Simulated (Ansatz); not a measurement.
I need a rigid scan of one bond length of BGeH₅OSi, SMILES [GeH3][SiH]1BO1. Use the Ansatz DFT code, driven from Python. Level of theory (for the species named): MP2, def2-SVP basis, multiplicity 1.

```xyz
9

Ge   -0.4235    1.4755    0.0177
Si    0.6525   -0.4588   -0.4082
B     0.0667   -1.9931    0.7192
O    -0.3775   -1.6852   -0.5969
H    -1.4788    1.7788   -1.1581
H    -1.2351    1.4193    1.3487
H     0.5709    2.6905    0.0890
H     1.6633   -0.5290   -1.5167
H     0.6500   -2.7443    1.4882
```

The script, `bgeh5osi.py`:
```python
"""Stretching a bond of BGeH5OSi, the rest held rigid."""

import ansatz as az
import numpy as np


def main() -> None:
    geometry_ang = [
        ("Ge", [-0.4235, 1.4755, 0.0177]),
        ("Si", [0.6525, -0.4588, -0.4082]),
        ("B", [0.0667, -1.9931, 0.7192]),
        ("O", [-0.3775, -1.6852, -0.5969]),
        ("H", [-1.4788, 1.7788, -1.1581]),
        ("H", [-1.2351, 1.4193, 1.3487]),
        ("H", [0.5709, 2.6905, 0.089]),
        ("H", [1.6633, -0.529, -1.5167]),
        ("H", [0.65, -2.7443, 1.4882]),
    ]
    system = az.Crystal.molecule()
    for symbol, xyz in geometry_ang:
        system = system.atom(symbol, xyz)

    symbols = [site.symbol for site in system.cartesian_sites]
    start = np.array([site.position_ang for site in system.cartesian_sites])
    axis = (start[0] - start[1]) / np.linalg.norm(start[0] - start[1])
    moving = [0, 4, 5, 6]
    lengths, energies = [1.984, 2.074, 2.164, 2.254, 2.344, 2.434, 2.525, 2.66], []
    for length in lengths:
        xyz = start.copy()
        xyz[moving] += (length - np.linalg.norm(start[0] - start[1])) * axis
        point = az.Crystal.molecule()
        for symbol, xyz in zip(symbols, xyz):
            point = point.atom(symbol, xyz.tolist())
        calc = (
            point.calculation()
            .basis(gaussian="def2-SVP")
            .correlation("MP2")
        )
        rep = calc.run(threads=1).report
        energies.append(rep["free_energy_ev"])
        print(f"r = {length:6.3f} A  E = {energies[-1]:.5f} eV  <S^2> = {abs(rep['mean_field']['state']['spin_squared']):.3f}")

    # quartic fit about the minimum
    fit = np.polynomial.Polynomial.fit(lengths, np.array(energies) - min(energies), 4).convert()
    roots = [r.real for r in fit.deriv().roots() if abs(r.imag) < 1e-9 and fit.deriv(2)(r.real) > 0]
    r_e = min(roots, key=lambda r: abs(r - lengths[int(np.argmin(energies))]))
    print(f"minimum of the fit at {r_e:.4f} A, force constant {fit.deriv(2)(r_e):.2f} eV/A^2")


if __name__ == "__main__":
    main()
```

`python bgeh5osi.py` gives:
```text
r =  1.984 A  E = -67125.39220 eV  <S^2> = 0.000
r =  2.074 A  E = -67126.06312 eV  <S^2> = 0.000
r =  2.164 A  E = -67126.48048 eV  <S^2> = 0.000
r =  2.254 A  E = -67126.71057 eV  <S^2> = 0.000
r =  2.344 A  E = -67126.80323 eV  <S^2> = 0.000
r =  2.434 A  E = -67126.79601 eV  <S^2> = 0.000
r =  2.525 A  E = -67126.71596 eV  <S^2> = 0.000
r =  2.660 A  E = -67126.50786 eV  <S^2> = 0.000
minimum of the fit at 2.3796 A, force constant 10.51 eV/A^2
```

Caveats:
- Total energies depend on the basis set; only differences at equal settings carry meaning.
- The rest of the molecule is held rigid at a force-field or estimated start geometry, and the basis set is modest; single-reference methods fail as a bond breaks.
- The orbitals are restricted, so S² is zero by construction.
- S² is that of the Hartree-Fock reference.
- The whole script took 17 s on 1 thread of Arm Neoverse V2, on a shared host, peak memory 0.26 GiB.

(Lines on the test bed's own set-up are left out of the output.)
